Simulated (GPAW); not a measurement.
# LiCaF3 (Pm-3m) in GPAW: convergence with smearing function

Aim: find how far smearing function must go before the results for LiCaF3 settle, at r2SCAN. This setting moves, with any that are tied to it; all else stays.

Program: GPAW 26.7.0. These are calculated values, not measurements. Logs are shortened: lines on timing, memory, paths and dates and some standing lists are left out, and cuts for length are marked. The log counts tension as positive stress, the text compression.

## 1. The structure

Symmetry: Pm-3m, No. 221, cubic system. The conventional cell has a = 3.761 Å, b = 3.761 Å, c = 3.761 Å, α = 90.00°, β = 90.00°, γ = 90.00°. Ca (site symmetry m-3m) is surrounded by 12 F at 2.66 Å. F (site symmetry 4/mmm) is surrounded by 2 Li at 1.88 Å. Li (site symmetry m-3m) is surrounded by 6 F at 1.88 Å.

The cell comes from a database or a generator and needn't be the stable form of this composition.

## 2. With smearing function fermi-dirac

run.py reads:

```python
from ase import Atoms
from ase.dft.bandgap import bandgap
from ase.io import write
from ase.units import GPa
from gpaw import GPAW, PW

atoms = Atoms(['Ca', 'F', 'F', 'F', 'Li'],
              cell=[[3.761244, 0.0, 0.0],
                    [0.0, 3.761244, 0.0],
                    [0.0, 0.0, 3.761244]],
              scaled_positions=[[0.0, 0.0, 0.0],
                                [0.5, 0.0, 0.5],
                                [0.5, 0.5, 0.0],
                                [0.0, 0.5, 0.5],
                                [0.5, 0.5, 0.5]],
              pbc=True)

calc = GPAW(mode=PW(800),
            xc='MGGA_X_R2SCAN+MGGA_C_R2SCAN',
            kpts={'size': (6, 6, 6), 'gamma': True},
            occupations={'name': 'fermi-dirac', 'width': 0.1},
            nbands=29,
            convergence={'density': 1e-05, 'energy': 1e-05},
            maxiter=100,
            txt='gpaw.txt')
atoms.calc = calc
energy = atoms.get_potential_energy()
forces = atoms.get_forces()
stress = atoms.get_stress()
calc.write('gs.gpw')
write('result.traj', atoms)
print(f'Energy: {energy:.6f} eV')
print('Forces (eV/A):')
print(forces.round(4))
print('Stress (GPa):', (stress / GPa).round(3))
print('Fermi level:', round(calc.get_fermi_level(), 4), 'eV')
print(f'Gap: {bandgap(calc)[0]:.4f} eV, direct: {bandgap(calc, direct=True)[0]:.4f} eV')
```

Potentials or basis: GPAW PAW data sets (gpaw-data 1.2.1), pw.

Launch:

```
OMP_NUM_THREADS=1 python run.py
```

It took 71 s on 1 thread of Arm Neoverse V2, shared host; peak memory 0.25 GiB.

Results (log left out):

```yaml
Free_energy: -36.4068 eV
Pressure: -4.9 GPa
Band_gap_on_the_k_mesh: 7.21 eV, indirect (least direct gap 7.32 eV)
```

## 3. With smearing function gaussian

run.py, as its differences from that of step 2:

```diff
@@ -20,3 +20,3 @@
             kpts={'size': (6, 6, 6), 'gamma': True},
-            occupations={'name': 'fermi-dirac', 'width': 0.1},
+            occupations={'name': 'methfessel-paxton', 'order': 0, 'width': 0.1},
             nbands=29,
```

Potentials or basis: GPAW PAW data sets (gpaw-data 1.2.1), pw.

Launch:

```
OMP_NUM_THREADS=1 python run.py
```

Wall time 68 s (1 thread of Arm Neoverse V2, shared host); peak memory 0.25 GiB.

The run converged. Its results:

```
Free energy            : -36.4068 eV
Pressure               : -4.9 GPa
Band gap on the k mesh : 7.21 eV, indirect (least direct gap 7.32 eV)
```

## 4. With smearing function marzari-vanderbilt

run.py, as its differences from that of step 3:

```diff
@@ -20,3 +20,3 @@
             kpts={'size': (6, 6, 6), 'gamma': True},
-            occupations={'name': 'methfessel-paxton', 'order': 0, 'width': 0.1},
+            occupations={'name': 'marzari-vanderbilt', 'width': 0.1},
             nbands=29,
```

Launch:

```
OMP_NUM_THREADS=1 python run.py
```

It took 68 s on 1 thread of Arm Neoverse V2, shared host; peak memory 0.24 GiB.

Results (log left out):

* Free energy: -36.4068 eV
* Pressure: -4.9 GPa
* Band gap on the k mesh: 7.21 eV, indirect (least direct gap 7.32 eV)

## 5. With smearing function methfessel-paxton

run.py, as its differences from that of step 4:

```diff
@@ -20,3 +20,3 @@
             kpts={'size': (6, 6, 6), 'gamma': True},
-            occupations={'name': 'marzari-vanderbilt', 'width': 0.1},
+            occupations={'name': 'methfessel-paxton', 'width': 0.1, 'order': 1},
             nbands=29,
```

Launch:

```
OMP_NUM_THREADS=1 python run.py
```

Run time: 68 s. Hardware: 1 thread of Arm Neoverse V2, shared host; peak memory 0.24 GiB.

It converged, with:

```yaml
Free_energy: -36.4067 eV
Pressure: -4.9 GPa
Band_gap_on_the_k_mesh: 7.21 eV, indirect (least direct gap 7.32 eV)
```

## 6. With smearing function tetrahedron-method

run.py, as its differences from that of step 5:

```diff
@@ -20,3 +20,3 @@
             kpts={'size': (6, 6, 6), 'gamma': True},
-            occupations={'name': 'methfessel-paxton', 'width': 0.1, 'order': 1},
+            occupations={'name': 'tetrahedron-method'},
             nbands=29,
```

Potentials or basis: GPAW PAW data sets (gpaw-data 1.2.1), pw.

Launch:

```
OMP_NUM_THREADS=1 python run.py
```

It took 67 s on 1 thread of Arm Neoverse V2, shared host; peak memory 0.25 GiB.

The run converged. Its results:

- Free energy: -36.4068 eV
- Pressure: -4.9 GPa
- Band gap on the k mesh: 7.21 eV, indirect (least direct gap 7.32 eV)

## 7. With smearing function improved-tetrahedron-method

run.py, as its differences from that of step 6:

```diff
@@ -20,3 +20,3 @@
             kpts={'size': (6, 6, 6), 'gamma': True},
-            occupations={'name': 'tetrahedron-method'},
+            occupations={'name': 'improved-tetrahedron-method'},
             nbands=29,
```

Launch:

```
OMP_NUM_THREADS=1 python run.py
```

Wall time 70 s (1 thread of Arm Neoverse V2, shared host); peak memory 0.25 GiB.

It converged, with:

```
Free energy            : -36.4068 eV
Pressure               : -4.9 GPa
Band gap on the k mesh : 7.21 eV, indirect (least direct gap 7.32 eV)
```

## 8. With smearing function fixed

run.py, as its differences from that of step 7:

```diff
@@ -20,3 +20,3 @@
             kpts={'size': (6, 6, 6), 'gamma': True},
-            occupations={'name': 'improved-tetrahedron-method'},
+            occupations={'width': 0.0},
             nbands=29,
```

Potentials or basis: GPAW PAW data sets (gpaw-data 1.2.1), pw.

Launch:

```
OMP_NUM_THREADS=1 python run.py
```

gpaw.txt:

```text
__  _  _
 | _ |_)|_||  |
 |__||  | ||/\| - 26.7.0

Input parameters:
  mode=PW(ecut=800.0),
  convergence={'density': 1e-05, 'energy': 1e-05},
  kpts=MonkhorstPack(size=(6, 6, 6), gamma=True),
  maxiter=100,
  nbands=29,
  occupations=Occupations(width=0.0),
  xc=XC(name='MGGA_X_R2SCAN+MGGA_C_R2SCAN')

Diagonalizing LCAO Hamiltonian
Converting LCAO to pw mode
   .--------.
  /|        |
 * |        |
 |F|   Li   |
 | |        |
 | .-F------.
 |/    F   /
 Ca-------*

Atoms  # Å, Bohr magnetons
|   | symbol |        x |        y |        z |    initial magnetic moments |
|---|--------|----------|----------|----------|-----------------------------|
| 0 |     Ca | 0.000000 | 0.000000 | 0.000000 | ( 0.0000,  0.0000,  0.0000) |
| 1 |      F | 1.880622 | 0.000000 | 1.880622 | ( 0.0000,  0.0000,  0.0000) |
| 2 |      F | 1.880622 | 1.880622 | 0.000000 | ( 0.0000,  0.0000,  0.0000) |
| 3 |      F | 0.000000 | 1.880622 | 1.880622 | ( 0.0000,  0.0000,  0.0000) |
| 4 |     Li | 1.880622 | 1.880622 | 1.880622 | ( 0.0000,  0.0000,  0.0000) |

Unit cell  # Å
| periodic |        x |        y |        z |  lengths |    angles |
|----------|----------|----------|----------|----------|-----------|
|      yes | 3.761244 | 0.000000 | 0.000000 | 3.761244 | 90.000000 |
|      yes | 0.000000 | 3.761244 | 0.000000 | 3.761244 | 90.000000 |
|      yes | 0.000000 | 0.000000 | 3.761244 | 3.761244 | 90.000000 |

Number of symmetries: 48
Symmetry operations  # r_c * U_cc + t_c -> r_c
|    | kind |            matrix            |
|----|------|------------------------------|
|  0 |  E   |  1, 0, 0,  0, 1, 0,  0, 0, 1 |
|  1 |  σ   |  1, 0, 0,  0, 1, 0,  0, 0,-1 |
|  2 |  σ   |  1, 0, 0,  0, 0, 1,  0, 1, 0 |
|  3 |  C4  |  1, 0, 0,  0, 0, 1,  0,-1, 0 |
|  4 |  C4  |  1, 0, 0,  0, 0,-1,  0, 1, 0 |
|  5 |  σ   |  1, 0, 0,  0, 0,-1,  0,-1, 0 |
|  6 |  σ   |  1, 0, 0,  0,-1, 0,  0, 0, 1 |
|  7 |  C2  |  1, 0, 0,  0,-1, 0,  0, 0,-1 |
|  8 |  σ   |  0, 1, 0,  1, 0, 0,  0, 0, 1 |
|  9 |  C2  |  0, 1, 0,  1, 0, 0,  0, 0,-1 |
| 10 |  C3  |  0, 1, 0,  0, 0, 1,  1, 0, 0 |
| 11 |  S6  |  0, 1, 0,  0, 0, 1, -1, 0, 0 |
| 12 |  S6  |  0, 1, 0,  0, 0,-1,  1, 0, 0 |
| 13 |  C3  |  0, 1, 0,  0, 0,-1, -1, 0, 0 |
| 14 |  C4  |  0, 1, 0, -1, 0, 0,  0, 0, 1 |
| 15 |  S4  |  0, 1, 0, -1, 0, 0,  0, 0,-1 |
| 16 |  C3  |  0, 0, 1,  1, 0, 0,  0, 1, 0 |
| 17 |  S6  |  0, 0, 1,  1, 0, 0,  0,-1, 0 |
| 18 |  σ   |  0, 0, 1,  0, 1, 0,  1, 0, 0 |
| 19 |  C4  |  0, 0, 1,  0, 1, 0, -1, 0, 0 |
| 20 |  C2  |  0, 0, 1,  0,-1, 0,  1, 0, 0 |
| 21 |  S4  |  0, 0, 1,  0,-1, 0, -1, 0, 0 |
| 22 |  S6  |  0, 0, 1, -1, 0, 0,  0, 1, 0 |
| 23 |  C3  |  0, 0, 1, -1, 0, 0,  0,-1, 0 |
| 24 |  S6  |  0, 0,-1,  1, 0, 0,  0, 1, 0 |
| 25 |  C3  |  0, 0,-1,  1, 0, 0,  0,-1, 0 |
| 26 |  C4  |  0, 0,-1,  0, 1, 0,  1, 0, 0 |
| 27 |  σ   |  0, 0,-1,  0, 1, 0, -1, 0, 0 |
| 28 |  S4  |  0, 0,-1,  0,-1, 0,  1, 0, 0 |
| 29 |  C2  |  0, 0,-1,  0,-1, 0, -1, 0, 0 |
| 30 |  C3  |  0, 0,-1, -1, 0, 0,  0, 1, 0 |
| 31 |  S6  |  0, 0,-1, -1, 0, 0,  0,-1, 0 |
| 32 |  C4  |  0,-1, 0,  1, 0, 0,  0, 0, 1 |
| 33 |  S4  |  0,-1, 0,  1, 0, 0,  0, 0,-1 |
| 34 |  S6  |  0,-1, 0,  0, 0, 1,  1, 0, 0 |
| 35 |  C3  |  0,-1, 0,  0, 0, 1, -1, 0, 0 |
| 36 |  C3  |  0,-1, 0,  0, 0,-1,  1, 0, 0 |
| 37 |  S6  |  0,-1, 0,  0, 0,-1, -1, 0, 0 |
| 38 |  σ   |  0,-1, 0, -1, 0, 0,  0, 0, 1 |
| 39 |  C2  |  0,-1, 0, -1, 0, 0,  0, 0,-1 |
| 40 |  σ   | -1, 0, 0,  0, 1, 0,  0, 0, 1 |
| 41 |  C2  | -1, 0, 0,  0, 1, 0,  0, 0,-1 |
| 42 |  C2  | -1, 0, 0,  0, 0, 1,  0, 1, 0 |
| 43 |  S4  | -1, 0, 0,  0, 0, 1,  0,-1, 0 |
| 44 |  S4  | -1, 0, 0,  0, 0,-1,  0, 1, 0 |
| 45 |  C2  | -1, 0, 0,  0, 0,-1,  0,-1, 0 |
| 46 |  C2  | -1, 0, 0,  0,-1, 0,  0, 0, 1 |
| 47 |  i   | -1, 0, 0,  0,-1, 0,  0, 0,-1 |

BZ-sampling:
  Number of BZ points: 216
  Number of IBZ points: 20

  Monkhorst-Pack size: [6, 6, 6]
  Monkhorst-Pack shift: [0.08333333333333333, 0.08333333333333333, 0.08333333333333333]

K-points  # in reciprocal-cell coordinates
|     |                                coordinates |     weight |
|-----|--------------------------------------------|------------|
|   0 | (  0.00000000,   0.00000000,   0.00000000) | 0.00462963 |
|   1 | (  0.16666667,   0.00000000,   0.00000000) | 0.02777778 |
|   2 | (  0.16666667,   0.16666667,   0.00000000) | 0.05555556 |
|   3 | (  0.16666667,   0.16666667,   0.16666667) | 0.03703704 |
|   4 | (  0.33333333,   0.00000000,   0.00000000) | 0.02777778 |
|   5 | (  0.33333333,   0.16666667,   0.00000000) | 0.11111111 |
|   6 | (  0.33333333,   0.16666667,   0.16666667) | 0.11111111 |
|   7 | (  0.33333333,   0.33333333,   0.00000000) | 0.05555556 |
|   8 | (  0.33333333,   0.33333333,   0.16666667) | 0.11111111 |
|   9 | (  0.33333333,   0.33333333,   0.33333333) | 0.03703704 |
| ... |                                            |            |
|  19 | (  0.50000000,   0.50000000,   0.50000000) | 0.00462963 |

Plane wave coefficients: 2800
Cutoff: 800.0 eV

Spin-components: 1 (collinear spins)
Bands:           29
Projectors:      23
Spin-degeneracy: 2
Datatype:        complex128

Parallelization:
  kpt:    1
  domain: 1
  band:   1

Density:
  Valence electrons: 32.0
  Components: 1
  Grid points: [25 25 25]
  Charge: 0.0  # |e|

Potential:
  Grid points: [25 25 25]

species:
  Ca:
    name:    Calcium
    Z:       20.0
    valence: 10
    core:    10
    charge:  0.0  # [|e|]
    compensation charges:
      type: gauss
      rc: 0.37  # [Å]
      lmax: 2
    cutoffs:
      filter: 2.10  # [Å]
      core: 1.17  # [Å]
    projectors
    | kind |    occ | energy [eV] | rcut [Å] |
    |------|--------|-------------|----------|
    |   3s |  2.000 |     -47.086 |    1.175 |
    |   4s |  2.000 |      -3.766 |    1.175 |
    |   3p |  6.000 |     -28.008 |    1.154 |
    |    p |        |      -0.797 |    1.154 |
    |    d |        |       0.000 |    0.937 |

    Using partial waves for Ca as LCAO basis

  F:
    name:    Fluorine
    Z:       9.0
    valence: 7
    core:    2
    charge:  0.0  # [|e|]
    compensation charges:
      type: gauss
      rc: 0.20  # [Å]
      lmax: 2
    cutoffs:
      filter: 1.14  # [Å]
      core: 0.74  # [Å]
    projectors
    | kind |    occ | energy [eV] | rcut [Å] |
    |------|--------|-------------|----------|
    |   2s |  2.000 |     -29.898 |    0.635 |
    |   2p |  5.000 |     -11.110 |    0.635 |
    |    s |        |      -2.687 |    0.635 |
    |    p |        |      16.102 |    0.635 |
    |    d |        |       0.000 |    0.635 |

    Using partial waves for F as LCAO basis

  Li:
    name:    Lithium
    Z:       3.0
    valence: 1
    core:    2
    charge:  0.0  # [|e|]
    compensation charges:
      type: gauss
      rc: 0.33  # [Å]
      lmax: 2
    cutoffs:
      filter: 1.91  # [Å]
      core: 2.55  # [Å]
    projectors
    | kind |    occ | energy [eV] | rcut [Å] |
    |------|--------|-------------|----------|
    |   2s |  1.000 |      -2.874 |    1.058 |
    |   2p |  0.000 |      -1.090 |    1.058 |
    |    s |        |      24.337 |    1.058 |

    Using partial waves for Li as LCAO basis

Reference energy: -26855.899408  # eV

eigensolver:
  PPCG
  Converge bands: occupied
  niter=2

density mixing:
  MSR1-Mixer
  Pratt-step length: 0.05
  Maximum mixing coefficient: 0.75
  Old densities: 10
  SVD Regularization: 0.005
  Good broyden scale: 1.0
  Trust region scale: 1.0
  Backstep threshold: 4.0
  History deletion threshold: 6.0
  Fourier metric: weight=20.0, sigma=0.015

occupation numbers:
  # Zero width

poisson solver:
  ecut: 6400.0  # eV

xc functional:
  name: MGGA_X_R2SCAN+MGGA_C_R2SCAN with 2 nearest neighbor stencil

convergence criteria:
- Maximum integral of absolute [dens]ity change: 1e-05 electrons / valence electron
- Maximum [total energy] change in last 3 cyles: 1e-05 eV / valence electron
- Maximum integral of absolute [eigenst]ate change: 4e-08 eV^2 / valence electron
maximum number of iterations: 100

SCF iterations
|iter     | |      energy | eigst |  dens |
|---------|-|-------------|-------|-------|
|iter:   1| |  -51.100943 | +0.26 |       |
|iter:   2| |  -37.598262 | -1.69 | -1.09 |
|iter:   3| |  -62.139623 | +0.82 | -1.10 |
|iter:   4| |  -37.196589 | +0.90 | -0.45 |
|iter:   5| |  -36.433195 | -1.37 | -1.46 |
|iter:   6| |  -36.429467 | -2.21 | -1.85 |
|iter:   7| |  -36.409124 | -3.27 | -2.25 |
|iter:   8| |  -36.407213 | -4.66 | -2.66 |
|iter:   9| |  -36.406823 | -4.94 | -2.98 |
|iter:  10| |  -36.406802 | -6.01 | -3.67 |
|iter:  11| |  -36.406802c| -7.28 | -4.29 |
|iter:  12| |  -36.406801c| -8.34c| -4.81 |
|iter:  13| |  -36.406801c| -9.40c| -6.04c|

Converged in 13 steps
Energy contributions relative to reference atoms: (reference = -26855.899408)

Energy contributions:
  Kinetic:          25.017160
  Coulomb:         -21.704918
  Zero:             -0.418165
  External:          0.000000
  Xc:              -39.300878
  Entropy:           0.000000
  Spinorbit:         0.000000
  ----------------------------
  Free energy:     -36.406801
  Extrapolated:    -36.406801

dipole moment: (-23.680322, -23.680322, -23.680322)  # |e|*Ang

Fermi level: 4.704
Eigenvalues  # (at kpt = [0.000, 0.000, 0.000])
| band index |      eig [eV] | occ [0-2] |
|------------|---------------|-----------|
|          0 |       -38.005 |     2.000 |
|        ... |               |           |
|          8 |        -1.670 |     2.000 |
|          9 |        -1.670 |     2.000 |
|         10 |         0.264 |     2.000 |
|         11 |         0.264 |     2.000 |
|         12 |         0.264 |     2.000 |
|         13 |         0.986 |     2.000 |
[... 8 lines left out ...]
|         22 |        19.981 |     0.000 |
|         23 |        19.981 |     0.000 |
|        ... |               |           |
|         28 |        23.611 |     0.000 |

Gap: 7.207 eV
Transition (v -> c):
  (s=0, k=19, n=15, [0.50, 0.50, 0.50]) -> (s=0, k=0, n=16, [0.00, 0.00, 0.00])
Direct/indirect transitions are different
Direct gap: 7.322 eV
Transition at: (s=0, k=0, n=15, [0.00, 0.00, 0.00])

Forces  # eV/Ang
|        x |        y |        z |
|----------|----------|----------|
|  0.00000 | -0.00000 |  0.00000 |  # Ca   0
|  0.00000 | -0.00000 |  0.00000 |  # F    1
|  0.00000 |  0.00000 |  0.00000 |  # F    2
| -0.00000 |  0.00000 |  0.00000 |  # F    3
|  0.00000 |  0.00000 | -0.00000 |  # Li   4

Stress tensor  # eV/Ang^3
|        x |        y |        z |
|----------|----------|----------|
| 0.030443 | 0.000000 | 0.000000 |
| 0.000000 | 0.030443 | 0.000000 |
| 0.000000 | 0.000000 | 0.030443 |

# Writing to gs.gpw (mode='')
```

It took 68 s on 1 thread of Arm Neoverse V2, shared host; peak memory 0.24 GiB.

What came out:

| Item | Value |
| --- | --- |
| Free energy | -36.4068 eV |
| Pressure | -4.9 GPa |
| Band gap on the k mesh | 7.21 eV, indirect (least direct gap 7.32 eV) |

## 9. Summary

```
          smearing function  energy less the tightest run, at zero smearing (meV/atom)  SCF cycles  CPU time (s)  peak memory (GiB)
                fermi-dirac                                                       0.00          13            71               0.25
                   gaussian                                                       0.00          13            68               0.25
         marzari-vanderbilt                                                       0.00          13            68               0.24
          methfessel-paxton                                                       0.01          13            68               0.24
         tetrahedron-method                                                       0.00          13            67               0.25
improved-tetrahedron-method                                                       0.00          13            70               0.25
                      fixed                                                       0.00          13            68               0.24
```

Against the tightest run, the energy stays within 1 meV/atom from fermi-dirac on. The tightest run that finished is the yardstick and may itself not be fully converged.

Caveats: the PAW data sets were made with another functional, which shifts forces and pressure a little.
